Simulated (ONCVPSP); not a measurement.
# An ONCV potential for O, from input to tests

Aim: build the potential from the settings below, then test how well it stands in for the atom: other configurations, scattering, ghost states and the plane-wave cutoff that it needs.

Program: ONCVPSP 4.0.1.1 (patched build). Reference atom: PBE, scalar-relativistic, spherical and spin-unpolarised. All values are calculated.

### 1 The atom and the settings

The settings as typed:

```
element                 : oxygen (O, Z = 8)
type                    : optimised norm-conserving Vanderbilt (ONCV)
frozen core             : [He]
valence charge          : 6
reference configuration : 2s2 2p4
partial waves           : 2s: rc 0.70 bohr, ncon 4, nbas 7, qcut 8.3 1/bohr, 3 projectors, debl 2 Ha; 2p: rc 1.65 bohr, ncon 4, nbas 7, qcut 8.1 1/bohr, 1 projector
local potential         : polynomial inside 0.65 bohr (lpopt 5, dvloc0 0 Ha)
core correction         : Teter function, fcfact 2.5, rcfact 1.15
```

The nodes and maxima of the atom's own shells, from an earlier all-electron run, set the scale for the radii.

All-electron outer shells of the reference configuration (PBE, scalar-relativistic, ld1.x):

```csv
shell,level (eV),outermost node (bohr),outermost maximum (bohr)
1s,-514.70,–,0.13
2s,-23.96,0.28,0.87
2p,-9.03,–,0.82
```

### 2 Generation

Contents of O.dat:

```
# ATOM AND REFERENCE CONFIGURATION
# atsym  z   nc   nv     iexc    psfile
  O 8.00    1    2        4      upf
#
#   n    l    f
    1    0    2.00
    2    0    2.00
    2    1    4.00
#
# PSEUDOPOTENTIAL AND OPTIMIZATION
# lmax
    1
#
#   l,   rc,      ep,       ncon, nbas, qcut
    0    0.70    0.00    4    7    8.30
    1    1.65    0.00    4    7    8.10
#
# LOCAL POTENTIAL
# lloc, lpopt,  rc(5),   dvloc0
    4    5    0.65    0.00
#
# VANDERBILT-KLEINMAN-BYLANDER PROJECTORs
# l, nproj, debl
    0    3    2.00
    1    1    3.00
#
# MODEL CORE CHARGE
# icmod, fcfact, rcfact
    3    2.50    1.15
#
# LOG DERIVATIVE ANALYSIS
# epsh1, epsh2, depsh
   -2.00    5.00    0.02
#
# OUTPUT GRID
# rlmax, drl
    6.00    0.01
#
# TEST CONFIGURATIONS
# ncnf
    4
# nvcnf
#   n    l    f
    2
    2    0    2.00
    2    1    3.00
#
    2
    2    0    2.00
    2    1    2.00
#
    2
    2    0    2.00
    2    1    1.00
#
    2
    2    0    1.00
    2    1    5.00
#
```

Started as:

```bash
$ oncvpsp.x < O.dat > O.out
```

What does the calculation give? Wanted: cutoffs for 1 and 0.1 mHa per electron, occupied waves; bound ghosts; GHOST(+) flags; largest test error; largest phase difference near zero energy, channels read; rms error of d²Exc/dn², without and with the model core.

As calculated:

| quantity | value |
| --- | --- |
| cutoffs for 1 and 0.1 mHa per electron, occupied waves | 44 Ha and 153 Ha |
| bound ghosts | s at -475.46 eV |
| GHOST(+) flags | s at 2100 eV, s at 4637 eV |
| largest test error (AE − PS) | +1178 meV, for 2s2 2p1 |
| largest phase difference near zero energy, channels read | 0.007 rad |
| rms error of d²Exc/dn², without and with the model core | 1.71 and 1.76 mHa |

In words: It has a bound ghost (s), a state that the atom doesn't have, and that rules the file out. By total energies transferability is poor: the largest error is 1178 meV on 103.9 eV, for 2s2 2p1. That test lies far up in energy; among those under 40 eV, nearer to bonding, the largest error is 27 meV. By its cutoff, 44 Ha for the looser tolerance, it is hard. The tighter tolerance needs 153 Ha, and converged work needs a cutoff nearer that. At the looser tolerance the 2s wave is the slowest; 2p needs 24 Ha. Near zero energy the phases of the channels with partial waves agree within 0.007 rad. The program also flags highly localised states, GHOST(+) (s). All of this concerns the isolated atom, not yet a solid.
